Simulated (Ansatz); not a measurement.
**CH4OSiTe: rigid scan of one bond angle**

A script is to give a rigid scan of one bond angle; the system is CH4OSiTe. SMILES: O[SiH]1C[Te]1.

All numbers are computed with Ansatz 0.2.0 through its Python package. Level of theory: Hartree-Fock/def2-SVP.

## 1. Starting point

Bond lengths: O1–Si2 1.666 Å, Si2–C3 1.808 Å, Si2–Te4 2.533 Å, C3–Te4 2.081 Å, O1–H5 1.021 Å, Si2–H6 1.485 Å, C3–H7 1.093 Å, C3–H8 1.179 Å. Angles: O1–Si2–C3 108.8°, O1–Si2–Te4 113.8°, O1–Si2–H6 120.6°, C3–Si2–Te4 54.2°, C3–Si2–H6 114.3°, Te4–Si2–H6 124.2°, Si2–O1–H5 106.3°, Si2–C3–Te4 80.9°, Si2–C3–H7 116.9°, Si2–C3–H8 113.5°, Te4–C3–H7 116.8°, Te4–C3–H8 112.4°, H7–C3–H8 112.8°, Si2–Te4–C3 44.8°.

The script holds or builds the structure itself.

## 2. The script

Contents of bend_ch4osite.py:

```python
# -*- coding: utf-8 -*-
"""Energy of CH4OSiTe against one bond angle."""

import ansatz
from ase import Atoms

BASIS = "def2-SVP"
XC = "hf"
FORCE_TOL = 0.02


def main():
    atoms = Atoms(["O", "Si", "C", "Te", "H", "H", "H", "H"], positions=[
        [-1.4133, 0.7108, -0.8867],
        [-0.3494, 0.462, 0.3709],
        [1.0094, -0.5781, -0.2139],
        [-0.0004, -1.9795, 0.9464],
        [-2.3405, 0.7929, -0.466],
        [0.074, 1.5919, 1.2371],
        [1.0568, -0.7711, -1.2884],
        [2.0555, -0.286, 0.245],
    ])

    # relax first, so that the scan starts from a minimum
    first = (
        ansatz.Crystal.molecule_from_ase(atoms).calculation()
        .basis(gaussian=BASIS)
        .functional(XC)
        .relax(force_tolerance=FORCE_TOL, max_steps=80)
    )
    atoms.positions = first.run(threads=1).report["positions_ang"]

    rows = []
    for angle in [85, 95, 105, 115, 125, 140, 160]:
        bent = atoms.copy()
        bent.set_angle(1, 0, 4, angle, indices=[4])
        calc = ansatz.Crystal.molecule_from_ase(bent).calculation().basis(gaussian=BASIS).functional(XC)
        rows.append((angle, calc.run(threads=1).report["free_energy_ev"]))
    floor = min(e for _, e in rows)
    for angle, e in rows:
        print(f"angle Si1-O0-H4 = {angle:3d} deg   {1000 * (e - floor):9.1f} meV")


if __name__ == "__main__":
    main()
```

## 3. The input behind the calls

The engine receives this input (first run):

```yaml
crystal:
  periodic: [false, false, false]
  atoms:
    - { symbol: O, position_ang: [-1.4133, 0.7108, -0.8867] }
    - { symbol: Si, position_ang: [-0.3494, 0.462, 0.3709] }
    - { symbol: C, position_ang: [1.0094, -0.5781, -0.2139] }
    - { symbol: Te, position_ang: [-0.0004, -1.9795, 0.9464] }
    - { symbol: H, position_ang: [-2.3405, 0.7929, -0.466] }
    - { symbol: H, position_ang: [0.074, 1.5919, 1.2371] }
    - { symbol: H, position_ang: [1.0568, -0.7711, -1.2884] }
    - { symbol: H, position_ang: [2.0555, -0.286, 0.245] }
basis:
  gaussian:
    orbitals: def2-SVP
hamiltonian:
  xc: hf
relax:
  f_tol: 0.02
  max_steps: 80
```

## 4. Running it

On the command line:

```
> python bend_ch4osite.py
```

What it wrote:

```text
angle Si1-O0-H4 =  85 deg       624.0 meV
angle Si1-O0-H4 =  95 deg       284.0 meV
angle Si1-O0-H4 = 105 deg        89.7 meV
angle Si1-O0-H4 = 115 deg         4.8 meV
angle Si1-O0-H4 = 125 deg         0.0 meV
angle Si1-O0-H4 = 140 deg        87.9 meV
angle Si1-O0-H4 = 160 deg       263.2 meV
```

It took 69 s on 1 thread of Arm Neoverse V1, shared host; peak memory 0.26 GiB.

## 5. The relaxation of run 0, step by step

Relaxation path:

| step | E - E(step 1) (eV) | largest force component (eV/Å) |
| --- | --- | --- |
| 1 | 0.0000 | 4.1999 |
| 2 | -0.7596 | 1.5426 |
| 3 | -0.8220 | 0.7622 |
| 4 | -0.8447 | 0.5577 |
| 5 | -0.8498 | 0.9846 |
| 6 | -0.8640 | 0.3184 |
| 7 | -0.8669 | 0.6201 |
| 8 | -0.8720 | 0.2229 |
| 9 | -0.8760 | 0.5510 |
| 10 | -0.8453 | 1.9740 |
| 11 | -0.8867 | 0.2185 |
| 12 | -0.8948 | 0.3252 |
| 13 | -0.9176 | 0.2609 |
| 14 | -0.9202 | 0.1235 |
| 15 | -0.8214 | 2.2435 |
| 16 | -0.9303 | 0.1434 |
| 17 | -0.9318 | 0.1045 |
| 18 | -0.9346 | 0.0391 |
| 19 | -0.9348 | 0.0246 |
| 20 | -0.9349 | 0.0073 |

Step 1 is the start. Steps 10, 15 were tried and not accepted.

Before: Bond lengths: O1–Si2 1.666 Å, Si2–C3 1.808 Å, Si2–Te4 2.533 Å, C3–Te4 2.081 Å, O1–H5 1.021 Å, Si2–H6 1.485 Å, C3–H7 1.093 Å, C3–H8 1.179 Å. Angles: O1–Si2–C3 108.8°, O1–Si2–Te4 113.8°, O1–Si2–H6 120.6°, C3–Si2–Te4 54.2°, C3–Si2–H6 114.3°, Te4–Si2–H6 124.2°, Si2–O1–H5 106.3°, Si2–C3–Te4 80.9°, Si2–C3–H7 116.9°, Si2–C3–H8 113.5°, Te4–C3–H7 116.8°, Te4–C3–H8 112.4°, H7–C3–H8 112.8°, Si2–Te4–C3 44.8°.

After: Bond lengths: O1–Si2 1.635 Å, Si2–C3 1.835 Å, Si2–Te4 2.453 Å, C3–Te4 2.276 Å, O1–H5 0.945 Å, Si2–H6 1.462 Å, C3–H7 1.085 Å, C3–H8 1.085 Å. Angles: O1–Si2–C3 121.0°, O1–Si2–Te4 120.6°, O1–Si2–H6 108.1°, C3–Si2–Te4 62.1°, C3–Si2–H6 119.0°, Te4–Si2–H6 120.1°, Si2–O1–H5 120.5°, Si2–C3–Te4 72.4°, Si2–C3–H7 120.6°, Si2–C3–H8 120.6°, Te4–C3–H7 110.6°, Te4–C3–H8 110.8°, H7–C3–H8 113.2°, Si2–Te4–C3 45.5°.

Run 0 is this relaxation; the runs after it count from 1.

## 6. The engine's runs

From the records of these 7 runs:

```
run  energy from run 5 (eV)  SCF cycles  CPU time (s)
  1                  0.6240          13           1.3
  2                  0.2840          12           1.3
  3                  0.0897          12           1.3
  4                  0.0048          12           1.3
  5                  0.0000          12           1.3
  6                  0.0879          12           1.3
  7                  0.2632          12           1.3
```

## 7. Outcome

```
                    quantity                    value
               runs compared                        7
angle Si1-O0-H4 (as printed)  160 deg       263.2 meV
```

What this shows: All 7 runs converged, in 12 to 13 cycles. Run 0: The relaxation took 17 moves; the largest shift is 0.676 Å, of atom 5 (H). The scan is rigid, and the energies are electronic, in a modest basis. The zero is the lowest point of the grid, which needn't be the minimum. def2 sets replace the cores of elements past krypton by effective core potentials.
